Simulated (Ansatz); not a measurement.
# Ge2H4Cl2: up Jacob's ladder to CCSD(T)

An exercise on one series of results from a longer session: the logs are not shown, and one member is left open.

Computed with Ansatz 0.2.0, Gaussian basis. Level: functionals in def2-TZVPP, the program's frozen cores in correlated methods.

The runs, in order: LDA (SPW92), PBE-D4, revPBE-D4, BLYP-D4, r2SCAN-D4, B97M-V, PBE0-D4, B3LYP-D4, r2SCANh-D4, r2SCAN0-D4, HSE06-D4, BHLYP-D4, CAM-B3LYP-D4, LC-ωPBE, ωB97X-V, ωB97M-V, B2PLYP, PBE-QIDH; CCSD(T)/def2-SVP; CCSD(T)/def2-TZVPP; MP2/def2-QZVPP; extrapolation to the limit; RPA on PBE.

## Structure used throughout

The geometry comes from an earlier relaxation with PBE0-D4 in a triple-zeta def2 set; it is a stationary point, not always the lowest conformer.

SMILES `[Cl][GeH2][GeH2][Cl]`, 8 atoms, charge 0, spin multiplicity 1.

Atoms are counted from 1 here; the program's logs count them from 0.

Bond lengths: Cl1–Ge2 2.158 Å, Ge2–Ge3 2.428 Å, Ge2–H5 1.537 Å, Ge2–H6 1.534 Å, Ge3–Cl4 2.158 Å, Ge3–H7 1.534 Å, Ge3–H8 1.537 Å. Angles: Cl1–Ge2–Ge3 106.6°, Cl1–Ge2–H5 106.7°, Cl1–Ge2–H6 107.2°, Ge3–Ge2–H5 112.7°, Ge3–Ge2–H6 112.1°, H5–Ge2–H6 111.1°, Ge2–Ge3–Cl4 106.6°, Ge2–Ge3–H7 112.1°, Ge2–Ge3–H8 112.7°, Cl4–Ge3–H7 107.2°, Cl4–Ge3–H8 106.7°, H7–Ge3–H8 111.1°.

Set-up of the first run:

Contents of in.yaml:

```yaml
crystal:
  periodic: [false, false, false]
  atoms:
    - {symbol: Cl, position_ang: [-1.410893, 1.875451, -1.248571]}
    - {symbol: Ge, position_ang: [-0.206364, 1.133851, 0.380894]}
    - {symbol: Ge, position_ang: [0.215247, -1.212549, -0.080996]}
    - {symbol: Cl, position_ang: [1.567932, -1.275553, -1.760995]}
    - {symbol: H, position_ang: [-1.020282, 1.349046, 1.667050]}
    - {symbol: H, position_ang: [1.086205, 1.959639, 0.401585]}
    - {symbol: H, position_ang: [-1.059470, -1.957593, -0.496984]}
    - {symbol: H, position_ang: [0.919727, -1.929393, 1.082117]}
basis:
  gaussian: {orbitals: def2-TZVPP}
hamiltonian: {xc: lda}
output: {orbitals: {seedname: orbitals}}
```

The run is started by

```console
ansatz run in.yaml --threads 4 --pin off --events-out ev --progress --plain --max-ram 10444MiB
```

Among the steps run: LDA; PBE-D4 (GGA); revPBE-D4 (GGA); BLYP-D4 (GGA); r2SCAN-D4 (meta-GGA); B97M-V (meta-GGA); PBE0-D4 (hybrid); B3LYP-D4 (hybrid); r2SCANh-D4 (hybrid); r2SCAN0-D4 (hybrid); HSE06-D4 (hybrid); BHLYP-D4 (hybrid); CAM-B3LYP-D4 (range-separated); LC-ωPBE (range-separated); ωB97X-V (range-separated); ωB97M-V (range-separated); B2PLYP (double hybrid); PBE-QIDH (double hybrid).

One table of the session follows, with a row left open; its other results are not shown here.

| functional | HOMO (eV) | gap (eV) |
| --- | --- | --- |
| LDA (SPW92) | -7.03 | 4.97 |
| PBE-D4 | -6.92 | 5.13 |
| revPBE-D4 | -6.88 | 5.20 |
| BLYP-D4 | -6.78 | 5.11 |
| r2SCAN-D4 | -7.24 | 5.66 |
| B97M-V | -7.36 | 5.77 |
| PBE0-D4 | -8.12 | 7.16 |
| B3LYP-D4 | -7.90 | 6.73 |
| r2SCANh-D4 | -7.67 | 6.39 |
| r2SCAN0-D4 | -8.32 | 7.48 |
| HSE06-D4 | -7.73 | 6.40 |
| BHLYP-D4 | -9.18 | 9.15 |
| CAM-B3LYP-D4 | -9.37 | 9.46 |
| LC-ωPBE | -10.68 | 11.93 |
| ωB97X-V | ? | ? |
| ωB97M-V | -10.16 | 11.09 |

Estimate the missing values for ωB97X-V.

As computed: HOMO (eV): -10.36; gap (eV): 11.47. In the column «HOMO (eV)» it lies between LC-ωPBE (-10.68) and ωB97M-V (-10.16).
